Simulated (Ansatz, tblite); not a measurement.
# GeMe2(NEt2)2 (C₁₀H₂₆GeN₂): removing and adding an electron, part 2 of 2

Aim: the energy of removing and adding an electron for GeMe2(NEt2)2 (C₁₀H₂₆GeN₂), by energy differences, and how well orbital energies stand in for it.

Ansatz 0.2.0, Gaussian basis; as each input shows.

**7. Charge +1 doublet, PBE0-D4/def2-TZVP**

Input file in.yaml:

```yaml
crystal:
  periodic: [false, false, false]
  atoms:
    - {symbol: Ge, position_ang: [1.021552, -0.005491, 0.747445]}
    - {symbol: C, position_ang: [0.883536, -0.373911, 2.648884]}
    - {symbol: H, position_ang: [1.390160, -1.334414, 2.867310]}
    - {symbol: H, position_ang: [-0.162369, -0.436352, 3.003275]}
    - {symbol: H, position_ang: [1.399430, 0.428959, 3.210954]}
    - {symbol: C, position_ang: [2.794821, 0.359194, 0.045529]}
    - {symbol: H, position_ang: [2.817400, 0.433055, -1.057834]}
    - {symbol: H, position_ang: [3.480430, -0.452163, 0.359354]}
    - {symbol: H, position_ang: [3.163328, 1.312581, 0.472373]}
    - {symbol: N, position_ang: [-0.151742, 1.414530, 0.289249]}
    - {symbol: C, position_ang: [-1.291996, 1.763724, 1.130109]}
    - {symbol: C, position_ang: [-0.975596, 2.936258, 2.073022]}
    - {symbol: C, position_ang: [-0.037872, 2.108405, -0.987385]}
    - {symbol: C, position_ang: [-1.048211, 1.670444, -2.057114]}
    - {symbol: H, position_ang: [-1.592744, 0.879609, 1.729965]}
    - {symbol: H, position_ang: [-2.162699, 2.019230, 0.489018]}
    - {symbol: H, position_ang: [-0.148847, 2.685262, 2.766844]}
    - {symbol: H, position_ang: [-0.689714, 3.844218, 1.505725]}
    - {symbol: H, position_ang: [-1.872179, 3.180150, 2.676844]}
    - {symbol: H, position_ang: [-0.165783, 3.198473, -0.789582]}
    - {symbol: H, position_ang: [0.996608, 1.985376, -1.367624]}
    - {symbol: H, position_ang: [-0.915647, 0.602940, -2.320158]}
    - {symbol: H, position_ang: [-2.094676, 1.816707, -1.723131]}
    - {symbol: H, position_ang: [-0.906399, 2.274556, -2.974555]}
    - {symbol: N, position_ang: [0.220878, -1.415520, -0.239053]}
    - {symbol: C, position_ang: [0.678391, -1.764541, -1.579823]}
    - {symbol: C, position_ang: [1.662053, -2.946174, -1.563558]}
    - {symbol: C, position_ang: [-0.968769, -2.100694, 0.250074]}
    - {symbol: C, position_ang: [-2.287853, -1.650256, -0.393184]}
    - {symbol: H, position_ang: [1.168856, -0.883280, -2.043102]}
    - {symbol: H, position_ang: [-0.196174, -2.009913, -2.219621]}
    - {symbol: H, position_ang: [2.573764, -2.705335, -0.981527]}
    - {symbol: H, position_ang: [1.197972, -3.851247, -1.123756]}
    - {symbol: H, position_ang: [1.967670, -3.189747, -2.600450]}
    - {symbol: H, position_ang: [-0.827252, -3.191681, 0.066726]}
    - {symbol: H, position_ang: [-1.020994, -1.979377, 1.351298]}
    - {symbol: H, position_ang: [-2.489688, -0.581181, -0.186077]}
    - {symbol: H, position_ang: [-2.283630, -1.794568, -1.492024]}
    - {symbol: H, position_ang: [-3.126046, -2.247792, 0.015560]}
basis:
  gaussian: {orbitals: def2-TZVP, fitting: {mean_field: def2-universal-jkfit}, initial_orbitals: start.molden}
total_charge: 1
magnetization: {spin_polarized: true, initial_magnetization: 1}
hamiltonian: {xc: pbe0, dispersion: d4}
scf: {omitted_lower_state_checks: [starts]}
output: {orbitals: {seedname: orbitals}}
```

Command:

```console
$ ansatz run in.yaml --threads 2 --pin off --events-out ev --progress --plain --max-ram 22528MiB --backend cuda --devices 0, --max-vram 18GiB
```

What it wrote (excerpt; [...] marks lines left out):

```text
Functional definition: PBE0
  name "PBE0"
  cite "Adamo & Barone, J. Chem. Phys. 110, 6158 (1999) doi:10.1063/1.478522"
  cite "Perdew, Burke & Ernzerhof, Phys. Rev. Lett. 77, 3865 (1996) doi:10.1103/PhysRevLett.77.3865"
  parent pbe
[...]
1638 factors; integrals over basis functions are off by at most 3.9e-1 eV
[...]
mean field -70267.94406325 eV, -2582.2993150013 hartree, gradient 8.1e-6 eV, S^2 0.763633; 0 other end points of the search recorded, 0 dependent functions left out
reference -70267.94411461 eV, -2582.2993168886 hartree; 66, 65 occupied and 510, 511 virtual orbitals, 1638 factors
Total energy: -70268.92575488 eV, -2582.3353915032 hartree
Checks for a lower state left out: starts
```

Wall time 9.5 s (1 × H100 (card shared with other runs) with 2 threads of AMD EPYC 7R13, shared host); peak host memory 1.1 GiB.

HOMO -9.89 eV, LUMO -7.77 eV (over both spins); ⟨S²⟩ 0.764 (pure: 0.75).

**8. Charge +1 doublet, PBE-D4/def2-TZVP**

Edit in.yaml of step 7 so:

```diff
@@ -46,3 +46,3 @@
 magnetization: {spin_polarized: true, initial_magnetization: 1}
-hamiltonian: {xc: pbe0, dispersion: d4}
+hamiltonian: {xc: pbe, dispersion: d4}
 scf: {omitted_lower_state_checks: [starts]}
```

Launched as before.

What it wrote (excerpt; [...] marks lines left out):

```text
Functional definition: PBE
  name "PBE"
  cite "Perdew, Burke & Ernzerhof, Phys. Rev. Lett. 77, 3865 (1996) doi:10.1103/PhysRevLett.77.3865"
  parent pbe
[...]
1638 factors; integrals over basis functions are off by at most 3.9e-1 eV
[...]
mean field -70264.46457801 eV, -2582.1714462770 hartree, gradient 1.1e-5 eV, S^2 0.754294; 0 other end points of the search recorded, 0 dependent functions left out
reference -70264.46464801 eV, -2582.1714488495 hartree; 66, 65 occupied and 510, 511 virtual orbitals, 1638 factors
Total energy: -70265.58587538 eV, -2582.2126531957 hartree
Checks for a lower state left out: starts
```

It took 7.5 s on 1 × H100 (card shared with other runs) with 2 threads of AMD EPYC 7R13, shared host; peak host memory 1.1 GiB.

Report: HOMO -9.17 eV, LUMO -8.44 eV (over both spins); ⟨S²⟩ 0.754 (pure: 0.75).

**9. Fields of the charge +1 doublet**

Orbitals, density, ELF and potential are computed afterwards from the orbital file.

Frontier orbitals at PBE0-D4/def2-TZVP (alpha spin), with the share of their density that lies nearest to each atom:

```tsv
orbital	energy (eV)	lies on
HOMO-1	-11.36	N10, N25 about 27 % each
HOMO	-10.93	N10, N25 about 30 % each
LUMO	-2.89	4 H atoms about 7 % each; 4 H atoms about 6 % each
```

ELF in a plane through or near 7 of the atoms.

Values, 10 rows by 14 columns:
```
0.00 0.00 0.00 0.00 0.00 0.00 0.00 0.00 0.00 0.00 0.00 0.00 0.00 0.00
0.00 0.00 0.00 0.00 0.00 0.20 0.08 0.02 0.00 0.00 0.00 0.00 0.00 0.00
0.00 0.00 0.00 0.00 0.01 0.99 0.90 0.82 0.76 0.00 0.00 0.00 0.00 0.00
0.00 0.00 0.01 0.83 0.04 0.34 0.16 0.71 0.14 0.00 0.00 0.00 0.00 0.00
0.00 0.01 0.52 0.46 0.09 0.03 0.29 0.16 0.11 0.03 0.10 0.85 0.07 0.00
0.00 0.07 0.99 0.69 0.46 1.00 0.04 0.12 0.38 0.69 0.02 0.57 0.06 0.00
0.00 0.00 0.03 0.01 0.36 0.12 0.43 0.78 0.80 0.14 0.02 0.00 0.00 0.00
0.00 0.00 0.00 0.00 0.07 0.00 0.95 0.77 0.95 0.68 0.00 0.00 0.00 0.00
0.00 0.00 0.00 0.00 0.00 0.00 0.01 0.02 0.31 0.14 0.00 0.00 0.00 0.00
0.00 0.00 0.00 0.00 0.00 0.00 0.00 0.00 0.00 0.00 0.00 0.00 0.00 0.00
```
The map spans 14.0 Å across and 11.2 Å up, centred on the molecule. Atoms in the plane (x, y in Å): C6 (-0.5, 2.3), H8 (-1.3, 3.0), C13 (1.4, -0.6), C14 (0.9, -2.1), H22 (-0.2, -2.1), H30 (-2.0, -0.3), H34 (-4.4, 0.1).

The spin density lies nearest to N10, N25 about 35 % each.

**10. Adiabatic ionisation energy**

Charged state less starting state, singlet to doublet; the starting state's energies are those of its earlier runs.

```tsv
level	adiabatic ionisation energy (eV)	time
PBE-D4/def2-TZVP	+6.46	15 s
PBE0-D4/def2-TZVP	+6.76	16 s
```

Times add the two runs; a level without a time comes out of a correlated run.

**11. Charge -1 doublet at the fixed geometry, PBE0-D4/def2-TZVP**

Input file in.yaml:

```yaml
crystal:
  periodic: [false, false, false]
  atoms:
    - {symbol: Ge, position_ang: [0.899306, -0.006106, 0.642776]}
    - {symbol: C, position_ang: [0.850530, -0.099482, 2.608239]}
    - {symbol: H, position_ang: [1.443589, -0.953675, 2.992025]}
    - {symbol: H, position_ang: [-0.190088, -0.197791, 2.974216]}
    - {symbol: H, position_ang: [1.278486, 0.835325, 3.020784]}
    - {symbol: C, position_ang: [2.745580, 0.085179, -0.032148]}
    - {symbol: H, position_ang: [2.756461, 0.184504, -1.135132]}
    - {symbol: H, position_ang: [3.271761, -0.850789, 0.240029]}
    - {symbol: H, position_ang: [3.302063, 0.937900, 0.405560]}
    - {symbol: N, position_ang: [0.001165, 1.469231, -0.041287]}
    - {symbol: C, position_ang: [-1.439842, 1.569339, 0.126951]}
    - {symbol: C, position_ang: [-1.887135, 2.428262, 1.318056]}
    - {symbol: C, position_ang: [0.669526, 2.593830, -0.675751]}
    - {symbol: C, position_ang: [0.568993, 2.600042, -2.207727]}
    - {symbol: H, position_ang: [-1.847216, 0.539468, 0.238250]}
    - {symbol: H, position_ang: [-1.905423, 1.967591, -0.807047]}
    - {symbol: H, position_ang: [-1.528106, 1.998495, 2.276041]}
    - {symbol: H, position_ang: [-1.487376, 3.461575, 1.246363]}
    - {symbol: H, position_ang: [-2.993624, 2.503016, 1.368135]}
    - {symbol: H, position_ang: [0.264283, 3.556740, -0.279799]}
    - {symbol: H, position_ang: [1.741769, 2.598026, -0.385266]}
    - {symbol: H, position_ang: [1.067406, 1.707577, -2.639296]}
    - {symbol: H, position_ang: [-0.489000, 2.584749, -2.542786]}
    - {symbol: H, position_ang: [1.043668, 3.505708, -2.641886]}
    - {symbol: N, position_ang: [-0.022816, -1.485242, 0.004757]}
    - {symbol: C, position_ang: [-0.279232, -1.601660, -1.422172]}
    - {symbol: C, position_ang: [0.696829, -2.519172, -2.171085]}
    - {symbol: C, position_ang: [-0.496690, -2.568118, 0.850612]}
    - {symbol: C, position_ang: [-1.989353, -2.488389, 1.200528]}
    - {symbol: H, position_ang: [-0.245074, -0.580752, -1.864899]}
    - {symbol: H, position_ang: [-1.323634, -1.958229, -1.595746]}
    - {symbol: H, position_ang: [1.735308, -2.134492, -2.103383]}
    - {symbol: H, position_ang: [0.693889, -3.545526, -1.748038]}
    - {symbol: H, position_ang: [0.429175, -2.601830, -3.245311]}
    - {symbol: H, position_ang: [-0.288719, -3.551496, 0.363867]}
    - {symbol: H, position_ang: [0.093958, -2.588164, 1.791337]}
    - {symbol: H, position_ang: [-2.208708, -1.575191, 1.791433]}
    - {symbol: H, position_ang: [-2.616441, -2.451036, 0.285466]}
    - {symbol: H, position_ang: [-2.315299, -3.369380, 1.793335]}
basis:
  gaussian: {orbitals: def2-TZVP, fitting: {mean_field: def2-universal-jkfit}}
total_charge: -1
magnetization: {spin_polarized: true, initial_magnetization: 1}
hamiltonian: {xc: pbe0, dispersion: d4}
scf: {omitted_lower_state_checks: [starts]}
output: {orbitals: {seedname: orbitals}}
```

The command is unchanged.

What it wrote (excerpt; [...] marks lines left out):

```text
Functional definition: PBE0
  name "PBE0"
  cite "Adamo & Barone, J. Chem. Phys. 110, 6158 (1999) doi:10.1063/1.478522"
  cite "Perdew, Burke & Ernzerhof, Phys. Rev. Lett. 77, 3865 (1996) doi:10.1103/PhysRevLett.77.3865"
  parent pbe
[...]
1638 factors; integrals over basis functions are off by at most 3.9e-1 eV
[...]
mean field -70272.88238475 eV, -2582.4807949690 hartree, gradient 1.9e-5 eV, S^2 0.750499; 0 other end points of the search recorded, 0 dependent functions left out
reference -70272.88244284 eV, -2582.4807971039 hartree; 67, 66 occupied and 509, 510 virtual orbitals, 1638 factors
Total energy: -70273.95209988 eV, -2582.5201062750 hartree
Checks for a lower state left out: starts
```

It took 12 s on 1 × H100 (card shared with other runs) with 2 threads of AMD EPYC 7R13, shared host; peak host memory 1.2 GiB.

HOMO 2.85 eV, LUMO 3.85 eV (over both spins); ⟨S²⟩ 0.750 (pure: 0.75). Doubts: highest occupied level lies above zero.

**12. Charge -1 doublet at the fixed geometry, PBE-D4/def2-TZVP**

Edit in.yaml of step 11 so:

```diff
@@ -43,6 +43,6 @@
 basis:
-  gaussian: {orbitals: def2-TZVP, fitting: {mean_field: def2-universal-jkfit}}
+  gaussian: {orbitals: def2-TZVP, fitting: {mean_field: def2-universal-jkfit}, initial_orbitals: start.molden}
 total_charge: -1
 magnetization: {spin_polarized: true, initial_magnetization: 1}
-hamiltonian: {xc: pbe0, dispersion: d4}
+hamiltonian: {xc: pbe, dispersion: d4}
 scf: {omitted_lower_state_checks: [starts]}
```

The command is unchanged.

What it wrote (excerpt; [...] marks lines left out):

```text
Functional definition: PBE
  name "PBE"
  cite "Perdew, Burke & Ernzerhof, Phys. Rev. Lett. 77, 3865 (1996) doi:10.1103/PhysRevLett.77.3865"
  parent pbe
[...]
1638 factors; integrals over basis functions are off by at most 3.9e-1 eV
[...]
mean field -70269.46474350 eV, -2582.3551989697 hartree, gradient 2.5e-5 eV, S^2 0.750305; 0 other end points of the search recorded, 0 dependent functions left out
reference -70269.46482014 eV, -2582.3552017862 hartree; 67, 66 occupied and 509, 510 virtual orbitals, 1638 factors
Total energy: -70270.68843922 eV, -2582.4001689580 hartree
Checks for a lower state left out: starts
```

Wall time 8 s (1 × H100 (card shared with other runs) with 2 threads of AMD EPYC 7R13, shared host); peak host memory 1.1 GiB.

HOMO 2.90 eV, LUMO 3.06 eV (over both spins); ⟨S²⟩ 0.750 (pure: 0.75). Doubts: highest occupied level lies above zero.

**13. Charge -1 doublet at the fixed geometry, ωB97M-V/def2-TZVP**

Edit in.yaml of step 12 so:

```diff
@@ -46,3 +46,3 @@
 magnetization: {spin_polarized: true, initial_magnetization: 1}
-hamiltonian: {xc: pbe, dispersion: d4}
+hamiltonian: {xc: {name: wB97M-V}}
 scf: {omitted_lower_state_checks: [starts]}
```

Same command.

What it wrote (excerpt; [...] marks lines left out):

```text
Functional definition: wB97M-V
  name "wB97M-V"
  cite "Mardirossian & Head-Gordon, J. Chem. Phys. 144, 214110 (2016) doi:10.1063/1.4952647"
  cite "Becke, J. Chem. Phys. 107, 8554 (1997) doi:10.1063/1.475007"
  cite "Vydrov & Van Voorhis, J. Chem. Phys. 133, 244103 (2010) doi:10.1063/1.3521275"
  # Of w^i u^j: cxij and so on, Table III.
[...]
  gx(w, u) = 1 - cx + cx01*u + cx10*w
[...]
1638 factors; integrals over basis functions are off by at most 3.9e-1 eV
1638 factors; integrals over basis functions are off by at most 3.3e-7 eV
[...]
mean field -70285.76007245 eV, -2582.9540412631 hartree, gradient 1.0e-5 eV, S^2 0.750867; 0 other end points of the search recorded, 0 dependent functions left out
reference -70285.76015752 eV, -2582.9540443896 hartree; 67, 66 occupied and 509, 510 virtual orbitals, 1638 factors
Total energy: -70285.76015752 eV, -2582.9540443896 hartree
Checks for a lower state left out: starts
```

Wall time 37 s (1 × H100 (card shared with other runs) with 2 threads of AMD EPYC 7R13, shared host); peak host memory 1.7 GiB.

Report: HOMO 2.23 eV, LUMO 5.01 eV (over both spins); ⟨S²⟩ 0.751 (pure: 0.75). Doubts: highest occupied level lies above zero.

**14. Vertical electron affinity**

Starting state less charged state (positive: the electron is bound), singlet to doublet; the starting state's energies are those of its earlier runs.

```tsv
level	vertical electron affinity (eV)	time
PBE-D4/def2-TZVP	-1.36	16 s
PBE0-D4/def2-TZVP	-1.73	18 s
ωB97M-V/def2-TZVP	-2.28	90 s
```

Times add the two runs; a level without a time comes out of a correlated run.

Beside −ε(LUMO) of the starting state:

```tsv
level	−ε(LUMO) (eV)	by difference (eV)	mismatch (eV)
PBE-D4/def2-TZVP	0.09	-1.36	+1.45
PBE0-D4/def2-TZVP	-0.71	-1.73	+1.02
ωB97M-V/def2-TZVP	-2.11	-2.28	+0.17
```

**15. Outcome**

This closing draws on all 2 parts.

| quantity | value |
| --- | --- |
| vertical ionisation energy, functionals in def2-TZVP | 6.76 (PBE-D4) to 7.44 eV (ωB97M-V) |
| adiabatic ionisation energy, functionals in def2-TZVP | 6.46 (PBE-D4) to 6.76 eV (PBE0-D4) |
| vertical electron affinity, functionals in def2-TZVP | -2.28 (ωB97M-V) to -1.36 eV (PBE-D4) |
| relaxation of the cation side, PBE-D4/def2-TZVP | 0.30 eV |

The vertical ionisation energy spans 6.76 to 7.44 eV over the functionals. −ε(HOMO) misses the level's own difference by +0.57 eV at best (ωB97M-V) and -2.31 eV at worst (PBE-D4). The adiabatic ionisation energy spans 6.46 to 6.76 eV over the functionals. The vertical electron affinity spans -2.28 to -1.36 eV over the functionals. A negative affinity means an unbound electron, held by the basis alone. −ε(LUMO) misses the level's own difference by +0.17 eV at best (ωB97M-V) and +1.45 eV at worst (PBE-D4). Relaxing the oxidised state gains 0.30 eV at PBE-D4/def2-TZVP.
